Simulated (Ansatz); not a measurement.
# Hf4C: the cost of one run

Method: DFT PBE, scalar-relativistic, plane waves, PAW, unless a step names another level, in Ansatz 0.2.0.

9 further runs of the same task are left out: 1 that didn't finish, 8 set aside as unsound or not needed.

### Step 1. The formula and the candidates

Pauling electronegativities: Hf 1.30, C 2.55 (spread 1.25). No set of common oxidation states balances it. Tabulated atomic sizes suggest about 17 Å³/atom. 30 candidates were drawn, by swapping species into database cells of other compounds, at random by space group and Wyckoff sites, or by hand, as the table says:

```tsv
name	made from	space group no.	Wyckoff sites	atoms (primitive cell)	V (Å³/atom)
c01	random	127	Hf 4g, 4h; C 2b	10	20.2
c02	random	139	Hf 8i; C 2a	5	22.4
c03	built by hand: anti-CdI2-derived hcp Hf with one C layer in four	164	Hf 2d, 2d; C 1a	5	17.7
c04	random	69	Hf 8g, 8f; C 4b	5	18.1
c05	built by hand: hcp Hf with ordered C rows	10	Hf 2m, 2n; C 1a	5	17.7
c06	built by hand: Fe4N (γ'-nitride)	221	Hf 3c, 1a; C 1b	5	17.5
c07	database cell of Eu4Ir	141	Hf 16h; C 4b	10	23.6
c08	database cell of OsCl4	65	Hf 4j, 4g; C 2a	5	16.5
c09	random	123	Hf 4k; C 1a	5	18.9
c10	database cell of OsPt4	166	Hf 6c, 6c; C 3a	5	17.8
c11	random	38	Hf 2b, 2a, 4c; C 2a	5	18.7
c12	database cell of CaGa4	12	Hf 4i, 4h; C 2a	5	18.3
c13	database cell of FeB4	58	Hf 4g, 4g; C 2a	10	15.8
c14	random	143	Hf 3d, 1c; C 1b	5	21.4
c15	database cell of Mn4N	221	Hf 1b, 3c; C 1a	5	17.1
c16	database cell of FeCl4	65	Hf 4j, 4g; C 2c	5	17.9
c17	random	216	Hf 16e; C 4d	5	18.8
c18	random	59	Hf 4c, 4e; C 2a	10	22.3
c19	database cell of Ni4W	87	Hf 8h; C 2a	5	18.5
c20	random	166	Hf 9e, 3a; C 3b	5	20.8
c21	random	221	Hf 8g; C 1b, 1a	10	18.1
c22	random	2	Hf 1g, 2i, 1c; C 1a	5	18.9
c23	built by hand: ccp Hf with one C layer in four	166	Hf 6c, 6c; C 3a	5	17.7
c24	database cell of SnF4	139	Hf 4e, 4c; C 2a	5	15.9
c25	database cell of Mn4N	221	Hf 1a, 3c; C 1b	5	18.7
c26	database cell of Hg4Pt	229	Hf 8c; C 2a	5	17.4
c27	database cell of CrFe4	69	Hf 8i, 8i; C 4a	5	18.4
c28	random	115	Hf 4k; C 1b	5	18.5
c29	database cell of CaAl4	139	Hf 4d, 4e; C 2a	5	22.1
c30	built by hand: body-centred tetragonal vacancy-ordered rocksalt M4X	139	Hf 4e, 4c; C 2a	5	17.4
```

### Step 2. Screening run of c03

input.yaml

```yaml
crystal:
  lattice:
    - [3.2, 0.0, 0.0]
    - [-1.6, 2.77128129, 0.0]
    - [0.0, 0.0, 10.0]
  atoms:
    - { symbol: Hf, position: [0.66666667, 0.33333333, 0.875] }
    - { symbol: Hf, position: [0.33333333, 0.66666667, 0.125] }
    - { symbol: Hf, position: [0.66666667, 0.33333333, 0.375] }
    - { symbol: Hf, position: [0.33333333, 0.66666667, 0.625] }
    - { symbol: C, position: [0.0, 0.0, 0.0] }
basis:
  ecutwfc: 420
kpoints:
  mp_grid: { grid: [6, 6, 2] }
hamiltonian:
  xc: pbe
scf:
  occupations: { method: gaussian, width: 0.2 }
  lower_state_search: "off"
output:
  forces: true
  stress: true
  eigenvalues: true
relax:
  adjacent_minimum: "off"
  f_tol: 0.08
  max_steps: 16
  cell: { stress_tol: 0.8 }
```

The run is started by

```bash
$ ansatz run input.yaml --threads 1 --pin off --max-ram 2560MiB --backend cpu --events-out ev --progress --plain --runs-dir out
```

What time and memory should one allow on 1 thread of Intel Xeon Platinum 8488C (Sapphire Rapids), shared host?

About 23 s, with a peak of 0.47 GiB.
